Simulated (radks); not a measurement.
**Spin polarisation of the 5d shell in Os**

One table from this session's results is given with a row withheld; the runs are named, their logs left out.

Method: scalar-relativistic Kohn-Sham, r2SCAN, spin-polarised, spherical densities, finite nucleus. Code: radks (a radial shooting solver on a logarithmic mesh, Libxc functionals) version 1.

### What is computed

* element: osmium (Z = 76)
* charge: 0
* electrons: 76
* configuration: [Xe] 4f14 5d(up 3, down 3) 6s2
* nuclear rms radius: 5.4126 fm

A shell typed twice in an input gives spin up, then spin down.

The first run:

Input:

```text
Z 76
configuration [Xe] 4f14 5d3 5d3 6s2
relativity scalar-relativistic
functional r2scan,r2scan
spin polarised
nucleus finite rms 5.4126 fm
c 137.035999084
```

Among the steps run: No moment.

One of the session's tables, all rows but one given; the rest of the session is left out.

It belongs to the step «No moment». Sizes of the orbitals, from the radial functions (bohr):

```
level     <r>  outermost maximum (interpolated)  90 % within  nodes
   4s  0.4319                             0.405        0.619      3
   4p  0.4591                             0.425        0.666      2
   4d       ?                                 ?            ?      ?
   5s   1.009                             0.915         1.45      4
   4f  0.5563                             0.407        0.908      0
   5p   1.171                              1.03         1.71      3
   5d   1.808                              1.35         2.88      2
   6s   2.969                              2.49         4.42      5
```

**Question.** Estimate the row for 4d.

The run gave: <r>: 0.4889; outermost maximum (interpolated): 0.435; 90 % within: 0.731; nodes: 1. In the column «<r>» it lies between 4p (0.4591) and 4f (0.5563).
